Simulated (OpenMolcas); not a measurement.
# W²⁺ among point charges: CASSCF levels and susceptibility

Aim: the splitting of the states of W²⁺ in the field of 5 point charges, its lowest levels with spin-orbit coupling and its magnetic susceptibility.

Method: state-averaged CASSCF, spin-orbit coupling by RASSI with atomic mean-field integrals. Code: OpenMolcas 26.06.

1 further run of the same task is left out (it didn't finish).

### Step 1. What is computed

```
Species                           : W²⁺ (tungsten, Z = 74, 72 electrons)
Basis                             : ANO-RCC-VDZP [7s6p4d2f1g], 68 functions
Scalar Hamiltonian                : DKH2, point nucleus
Inactive shells                   : 1s 2s 2p 3s 3p 3d 4s 4p 4d 4f 5s 5p
Active space                      : 4 electrons in 5 orbitals (5d)
Some configurations of this space : 5d4
Orbitals                          : optimised for each spin and parity, averaged over all roots
```

Outer shells as boxes (Hund's rule):

5d4
```
5d [↑ ][↑ ][↑ ][↑ ][  ]
```

The ion sits among 5 point charges of -1 e arranged as a square pyramid (C4v), 1.92 Å from the ion, with the axial distance 1.670 Å. The active orbitals were held to one l.

The work runs as a chain of OpenMolcas steps in one folder; each step below is one input file. Labels, J, g values, rates, χT and fits are worked out afterwards by a script from the matrices that RASSI stores.

### Step 2. One- and two-electron integrals

File a.inp:

```
&GATEWAY
Coord
1

W 0.0 0.0 0.0
Basis=ANO-RCC-VDZP
Group=NoSym
NoMove
AngMom=0.0 0.0 0.0
AMFI
XField
5 Angstrom 0
1.920000 0.000000 0.000000 -1.000000
0.000000 1.920000 0.000000 -1.000000
-1.920000 0.000000 0.000000 -1.000000
0.000000 -1.920000 0.000000 -1.000000
0.000000 0.000000 1.670400 -1.000000
&SEWARD
```

The run is started by

```
> OMP_NUM_THREADS=1 MOLCAS_MEM=1689 MOLCAS_PROJECT=a pymolcas a.inp > a.log
```

Standard output:

```text
Basis set label: W.ANO-RCC...7S6P4D2F1G.

      Electronic valence basis set:
      ------------------
      Associated Effective Charge  74.000000 au
      Associated Actual Charge     74.000000 au
      Nuclear Model: Point charge

      Shell  nPrim  nBasis  Cartesian Spherical Contaminant
         s      24       7        X
         p      21       6        X
         d      15       4                 X
         f      11       2                 X
         g       4       1                 X
                  Relativistic Douglas-Kroll-Hess integrals:
                    - DKH order of Hamiltonian: 2
                    - DKH order of Properties : 0
                  Atomic mean-field integrals
```

### Step 3. CASSCF: quintets, 5 roots

File a.inp:

```
&RASSCF
FileOrb=start.orb
Symmetry=1
Spin=5
nActEl=4 0 0
Inactive=34
Ras2=5
CIRoot=5 5 1
SDav=5
CIMx=300
Iter=120 100
PrWF=0.3
OrbListing=Nothing
MaxOrb=0
SupSym
1
20 10 11 12 13 14 19 20 21 22 23 35 36 37 38 39 48 49 50 51 52
>>> COPY $Project.JobIph JOB001
```

The run is started by

```
> OMP_NUM_THREADS=1 MOLCAS_MEM=1689 MOLCAS_PROJECT=a pymolcas a.inp > a.log
```

start.orb holds the contracted functions of the basis, ordered by shell, or the orbitals of the step before.

Standard output, cut to the lines that bear on the results:

```text
[...]
      Number of active orbitals                  5
[...]
      Spin quantum number                      2.0
[...]
      Active orbitals                            5
[...]
      Number of CSFs                             5
      Number of root(s) required                 5
[...]
      Convergence after  9 iterations
[...]
      Natural orbitals and occupation numbers for root  1
      sym 1:  -0.000000   1.000000   1.000000   1.000000   1.000000
      Natural orbitals and occupation numbers for root  2
      sym 1:   1.000000   1.000000   0.000000   1.000000   1.000000
      Natural orbitals and occupation numbers for root  3
      sym 1:   0.000000   1.000000   1.000000   1.000000   1.000000
::    RASSCF root number  1 Total energy: -16129.52314464
::    RASSCF root number  2 Total energy: -16129.49347502
::    RASSCF root number  3 Total energy: -16129.46105495
::    RASSCF root number  4 Total energy: -16129.44181419
::    RASSCF root number  5 Total energy: -16129.44181419
```

### Step 4. Reference wave functions, triplets, 45 roots

File a.inp:

```
&RASSCF
FileOrb=start.orb
Symmetry=1
Spin=3
nActEl=4 0 0
Inactive=34
Ras2=5
CIRoot=45 45 1
SDav=45
CIMx=300
Iter=120 100
PrWF=0.3
OrbListing=Nothing
MaxOrb=0
SupSym
1
20 10 11 12 13 14 19 20 21 22 23 35 36 37 38 39 48 49 50 51 52
>>> COPY $Project.JobIph JOB002
```

The run is started by

```
> OMP_NUM_THREADS=1 MOLCAS_MEM=1689 MOLCAS_PROJECT=a pymolcas a.inp > a.log
```

Standard output, cut to the lines that bear on the results:

```text
[...]
      Number of active orbitals                  5
[...]
      Spin quantum number                      1.0
[...]
      Active orbitals                            5
[...]
      Number of CSFs                            45
      Number of root(s) required                45
[...]
      Convergence after  8 iterations
[...]
      Natural orbitals and occupation numbers for root  1
      sym 1:   0.990207   1.950207   0.014389   0.035463   1.009734
      Natural orbitals and occupation numbers for root  2
      sym 1:   0.990207   1.950207   0.014389   0.035463   1.009734
      Natural orbitals and occupation numbers for root  3
      sym 1:   1.903205   0.999990   0.009869   0.086945   0.999990
::    RASSCF root number  1 Total energy: -16129.50322126
::    RASSCF root number  2 Total energy: -16129.50322126
::    RASSCF root number  3 Total energy: -16129.48589304
[...]
::    RASSCF root number 27 Total energy: -16129.37062505
::    RASSCF root number 28 Total energy: -16129.36770244
::    RASSCF root number 29 Total energy: -16129.36770244
::    RASSCF root number 30 Total energy: -16129.35949661
```

### Step 5. CASSCF: singlets, 50 roots

File a.inp:

```
&RASSCF
FileOrb=start.orb
Symmetry=1
Spin=1
nActEl=4 0 0
Inactive=34
Ras2=5
CIRoot=50 50 1
SDav=50
CIMx=300
Iter=120 100
PrWF=0.3
OrbListing=Nothing
MaxOrb=0
SupSym
1
20 10 11 12 13 14 19 20 21 22 23 35 36 37 38 39 48 49 50 51 52
>>> COPY $Project.JobIph JOB003
```

Standard output, cut to the lines that bear on the results:

```text
[...]
      Number of active orbitals                  5
[...]
      Spin quantum number                      0.0
[...]
      Active orbitals                            5
[...]
      Number of CSFs                            50
      Number of root(s) required                50
[...]
      Convergence after  8 iterations
[...]
      Natural orbitals and occupation numbers for root  1
      sym 1:   0.018309   1.831442   0.257046   0.061762   1.831442
      Natural orbitals and occupation numbers for root  2
      sym 1:   0.022067   1.930263   0.049250   0.994711   1.003709
      Natural orbitals and occupation numbers for root  3
      sym 1:   1.930263   0.994711   1.003709   0.022067   0.049250
::    RASSCF root number  1 Total energy: -16129.47538771
::    RASSCF root number  2 Total energy: -16129.47010767
::    RASSCF root number  3 Total energy: -16129.47010767
[...]
::    RASSCF root number 27 Total energy: -16129.33385263
::    RASSCF root number 28 Total energy: -16129.33385263
::    RASSCF root number 29 Total energy: -16129.32982238
::    RASSCF root number 30 Total energy: -16129.32368070
```

### Step 6. State interaction with spin-orbit coupling

File a.inp:

```
&RASSI
NrOfJobIphs=3 5 45 50
1 2 3 4 5
1 2 3 4 5 6 7 8 9 10 11 12 13 14 15 16 17 18 19 20 21 22 23 24 25 26 27
28 29 30 31 32 33 34 35 36 37 38 39 40 41 42 43 44 45
1 2 3 4 5 6 7 8 9 10 11 12 13 14 15 16 17 18 19 20 21 22 23 24 25 26 27
28 29 30 31 32 33 34 35 36 37 38 39 40 41 42 43 44 45 46 47 48 49 50
IphNames
JOB001
JOB002
JOB003
EJob
SpinOrbit
DIPRint=1.0
SOCoupling=1000.0
Subsets=2
Property=9
'ANGMOM' 1 'ANGMOM' 2 'ANGMOM' 3 'MLTPL  1' 1 'MLTPL  1' 2 'MLTPL  1' 3
'AMFI' 1 'AMFI' 2 'AMFI' 3
SOProperty=3
'ANGMOM' 1 'ANGMOM' 2 'ANGMOM' 3
```

Standard output:

```text
SPIN-FREE ENERGIES:
  (Shifted by EMIN (a.u.) =     -16129.5231446437)

 SF State       Relative EMIN(au)   Rel lowest level(eV)    D:o, cm**(-1)      L_eff

     1             0.0000000000        0.0000000000              0.0000         2.0
     6             0.0199233825        0.5421428575           4372.6770         3.9
     7             0.0199233825        0.5421428575           4372.6770         3.9
     2             0.0296696224        0.8073515555           6511.7294         2.0
     8             0.0372516023        1.0136677387           8175.7817         4.0
    51             0.0477569323        1.2995323319          10481.4351         4.7
    52             0.0530369714        1.4432095143          11640.2697         4.7
    53             0.0530369714        1.4432095143          11640.2697         4.7
     3             0.0620896892        1.6895465145          13627.1116         2.0
     9             0.0654436817        1.7808132996          14363.2279         4.7
    10             0.0687981830        1.8720939300          15099.4558         3.7
    54             0.0689647904        1.8766275483          15136.0219         4.6
    55             0.0727526430        1.9797002689          15967.3595         5.2
    11             0.0730940518        1.9889904749          16042.2901         4.3
    12             0.0745360574        2.0282294475          16358.7737         3.7
    13             0.0745360574        2.0282294475          16358.7737         3.7
     4             0.0813304557        2.2131144445          17849.9718         2.0
     5             0.0813304557        2.2131144445          17849.9718         2.0
    14             0.0821591488        2.2356643320          18031.8489         3.8
    15             0.0821591488        2.2356643320          18031.8489         3.8
    16             0.0830924240        2.2610600441          18236.6791         3.0
    17             0.0859033278        2.3375486334          18853.6012         3.8
    56             0.0876712361        2.3856558669          19241.6122         4.1
    18             0.0968809217        2.6362641794          21262.9046         4.5
    57             0.1003187864        2.7298132451          22017.4287         5.1
    58             0.1003187864        2.7298132451          22017.4287         5.1
    59             0.1035648921        2.8181442799          22729.8665         5.2
    19             0.1061815299        2.8893466216          23304.1521         3.4
    20             0.1092701485        2.9733922161          23982.0256         3.3
    21             0.1092701485        2.9733922161          23982.0256         3.3
    60             0.1099968856        2.9931677389          24141.5259         4.5
    22             0.1129950100        3.0747508606          24799.5382         3.5
    61             0.1170547710        3.1852225853          25690.5527         5.1
    62             0.1187658640        3.2317837986          26066.0942         4.9
    63             0.1187658640        3.2317837986          26066.0942         4.9
    23             0.1196703718        3.2563967084          26264.6107         4.3
    24             0.1222100363        3.3255045015          26822.0027         4.2
    64             0.1255457319        3.4162734031          27554.1032         3.6
    25             0.1327086918        3.6111874719          29126.1912         4.1
    26             0.1327086918        3.6111874719          29126.1912         4.1
Eigenvalues of complex Hamiltonian:
   -----------------------------------
  (Shifted by EMIN (a.u.) =     -16129.5231446437)

 SO State       Relative EMIN(au)   Rel lowest level(eV)    D:o, cm**(-1)     J-value

     1            -0.0161081327        0.0000000000              0.0000         1.9
     2            -0.0125755362        0.0961268462            775.3153         1.8
     3            -0.0076796036        0.2293519593           1849.8483         2.2
     4            -0.0076796036        0.2293519611           1849.8483         2.2
     5            -0.0051251365        0.2988625502           2410.4890         2.3
     6             0.0082606367        0.6631079965           5348.3267         2.6
     7             0.0117082897        0.7569234138           6104.9991         2.8
     8             0.0117082897        0.7569234143           6104.9991         2.8
     9             0.0142708062        0.8266530404           6667.4064         3.2
    10             0.0166478921        0.8913368414           7189.1165         2.9
    11             0.0185510913        0.9431255307           7606.8204         3.1
    12             0.0207817178        1.0038239698           8096.3863         2.8
    13             0.0213792725        1.0200842629           8227.5344         2.9
    14             0.0213792726        1.0200842650           8227.5345         2.9
    15             0.0291245534        1.2308440906           9927.4271         2.5
    16             0.0298849087        1.2515344147          10094.3058         2.6
    17             0.0364570264        1.4303708463          11536.7189         3.3
    18             0.0364570264        1.4303708469          11536.7189         3.3
    19             0.0367639303        1.4387221270          11604.0765         3.2
    20             0.0435328042        1.6229125690          13089.6726         3.6
    21             0.0452443030        1.6694848241          13465.3032         3.4
    22             0.0452443029        1.6694848219          13465.3032         3.4
    23             0.0509432551        1.8245612125          14716.0786         2.8
    24             0.0517006004        1.8451696281          14882.2967         2.0
    25             0.0533387045        1.8897447110          15241.8190         2.9
    26             0.0547479051        1.9280910122          15551.1028         2.5
    27             0.0547479052        1.9280910135          15551.1028         2.5
    28             0.0560687562        1.9640332027          15840.9961         3.2
    29             0.0568987286        1.9866179011          16023.1540         3.3
    30             0.0585287188        2.0309721950          16380.8955         3.9
    31             0.0585287190        2.0309721981          16380.8955         3.9
    32             0.0605778978        2.0867331939          16830.6383         3.5
    33             0.0624612739        2.1379824685          17243.9915         3.4
    34             0.0624612739        2.1379824695          17243.9915         3.4
    35             0.0633473322        2.1620933455          17438.4589         3.8
    36             0.0640297411        2.1806626357          17588.2303         3.1
    37             0.0670025136        2.2615558962          18240.6784         3.2
    38             0.0670025136        2.2615558984          18240.6785         3.2
    39             0.0698883882        2.3400845447          18874.0547         2.9
    40             0.0698883881        2.3400845441          18874.0547         2.9
    41             0.0721697731        2.4021641904          19374.7608         3.1
Weights of the five most important spin-orbit-free states for each spin-orbit state.

 SO State  Total energy (au)           Spin-free states, spin, and weights
 -------------------------------------------------------------------------------------------------------
    1        -0.016108       1 2.0  0.5512    7 1.0  0.1438    6 1.0  0.1438    3 2.0  0.0244    2 2.0  0.0238
    2        -0.012576       1 2.0  0.7220    7 1.0  0.1091    6 1.0  0.1091    3 2.0  0.0276   15 1.0  0.0047
    3        -0.007680       1 2.0  0.7931    7 1.0  0.1462    2 2.0  0.0136    3 2.0  0.0074    4 2.0  0.0073
    4        -0.007680       1 2.0  0.7931    6 1.0  0.1462    2 2.0  0.0136    3 2.0  0.0074    5 2.0  0.0073
    5        -0.005125       1 2.0  0.8952    6 1.0  0.0367    7 1.0  0.0367    2 2.0  0.0059    5 2.0  0.0036
    6         0.008261       1 2.0  0.3270    2 2.0  0.2362    8 1.0  0.1484    6 1.0  0.0945    7 1.0  0.0945
    7         0.011708       2 2.0  0.3389    7 1.0  0.3209    8 1.0  0.1416    1 2.0  0.1343   10 1.0  0.0190
    8         0.011708       2 2.0  0.3389    6 1.0  0.3209    8 1.0  0.1416    1 2.0  0.1343   10 1.0  0.0190
    9         0.014271       6 1.0  0.3529    7 1.0  0.3529    2 2.0  0.2225   54 0.0  0.0343   19 1.0  0.0106
   10         0.016648       6 1.0  0.2979    7 1.0  0.2979    2 2.0  0.2736    1 2.0  0.0695   17 1.0  0.0298
   11         0.018551       6 1.0  0.3643    7 1.0  0.3643    1 2.0  0.2108   11 1.0  0.0104    3 2.0  0.0080
   12         0.020782       2 2.0  0.2929    7 1.0  0.1568    6 1.0  0.1568    8 1.0  0.1503   51 0.0  0.0975
```

These steps: 34 s of run time, 1 thread, shared host.

States without spin-orbit coupling:

| state | degeneracy | E (cm-1) | free-ion L (%) |
| --- | --- | --- | --- |
| quintet | 1 | 0 | D (100) |
| triplet | 2 | 4373 | H (41) |
| quintet | 1 | 6512 | D (100) |
| triplet | 1 | 8176 | H (46) |
| singlet | 1 | 10481 | I (54) |
| singlet | 2 | 11640 | G (48) |
| quintet | 1 | 13627 | D (100) |
| triplet | 1 | 14363 | H (73) |
| triplet | 1 | 15099 | H (35) |
| singlet | 1 | 15136 | G (59) |
| singlet | 1 | 15967 | I (68) |
| triplet | 1 | 16042 | H (44) |
| triplet | 2 | 16359 | F (46) |
| quintet | 2 | 17850 | D (100) |
| triplet | 2 | 18032 | H (41) |
| triplet | 1 | 18237 | F (58) |
| triplet | 1 | 18854 | F (60) |
| singlet | 1 | 19242 | G (38) |
| triplet | 1 | 21263 | G (53) |
| singlet | 2 | 22017 | I (57) |
| singlet | 1 | 22730 | I (69) |
| triplet | 1 | 23304 | F (34) |
| triplet | 2 | 23982 | F (28) |
| singlet | 1 | 24142 | G (48) |

With spin-orbit coupling:

| E (cm-1) | Degeneracy | 2S+1 | g |
| --- | --- | --- | --- |
| 0.0 | 1 | 5 |  |
| 775.3 | 1 | 5 |  |
| 1850 | 2 | 5 | 0.00 0.00 2.82 |
| 2410 | 1 | 5 |  |
| 5348 | 1 | 5 |  |
| 6105 | 2 | 3 | 0.00 0.00 1.03 |
| 6667 | 1 | 3 |  |
| 7189 | 1 | 3 |  |
| 7607 | 1 | 3 |  |
| 8096 | 1 | 3 |  |
| 8228 | 2 | 3 | 0.00 0.00 0.62 |
| 9927 | 1 | 5 |  |
| 10094 | 1 | 5 |  |
| 11537 | 2 | 3 | 0.00 0.00 1.65 |
| 11604 | 1 | 3 |  |
| 13090 | 1 | 3 |  |
| 13465 | 2 | 3 | 0.00 0.00 0.18 |
| 14716 | 1 | 5 |  |
| 14882 | 1 | 5 |  |
| 15242 | 1 | 5 |  |
| 15551 | 2 | 5 | 0.00 0.00 2.39 |
| 15841 | 1 | 3 |  |
| 16023 | 1 | 3 |  |
| 16381 | 2 | 3 | 0.00 0.00 1.00 |

The table of states holds 24 of 76 computed; the rest, higher up, is left out. Principal g values are given for doublets only; a zero marks a field direction without first-order Zeeman splitting.

Powder χT (cm³ K/mol): 0.00 at 2 K, 0.01 at 5 K, 0.02 at 10 K, 0.05 at 20 K, 0.12 at 50 K, 0.23 at 100 K, 0.35 at 150 K, 0.46 at 200 K, 0.57 at 250 K, 0.68 at 300 K.

Orbitals of the lowest block (energies include the constant potential of the surroundings):

```
shell     space  energy (hartree)  mean occupation  ⟨r²⟩ (bohr²)
   1s  inactive        -2562.8271            2.000      0.000431
   2s  inactive         -447.1704            2.000       0.00704
   2p  inactive         -392.5099            6.000       0.00582
   3s  inactive         -104.6767            2.000        0.0460
   3p  inactive          -88.0877            6.000        0.0466
   3d  inactive          -68.2138           10.000        0.0390
   4s  inactive          -22.1624            2.000         0.229
   4p  inactive          -16.5916            6.000         0.259
   4d  inactive           -9.2422           10.000         0.303
   4f  inactive           -1.0605           14.000         0.445
   5s  inactive           -2.6595            2.000          1.32
   5p  inactive           -1.1618            6.000          1.78
   5d      RAS2                              4.000          4.65
```

### Step 7. Outcome

| quantity | value |
| --- | --- |
| method | CASSCF |
| spin-free ground state | quintet, 1-fold in its orbital part |
| first state of the same spin within the active space | quintet at 6510 cm⁻¹ |
| lowest level | 1-fold |
| next level | 775.3 cm⁻¹ |
| χT at 300 K | 0.68 cm³ K/mol |
| effective moment at 300 K | 2.33 μB |

What this shows: The spin-free ground state (quintet) comes to 100 % from free-ion D terms and keeps the highest spin of the shell. χT at 300 K is 0.68, against 3.01 cm³ K/mol for the spin alone, so spin-orbit coupling lowers it. An active space of the d shell alone favours high spin; real ions in strong fields can be low spin. The field of point charges can differ much from that of real complexes. With metal d orbitals alone active, the gaps between spin states are rough; where two lie within a few thousand cm-1, their order is open. Point charges carry no covalency, so the field is a model and not that of real ligands.
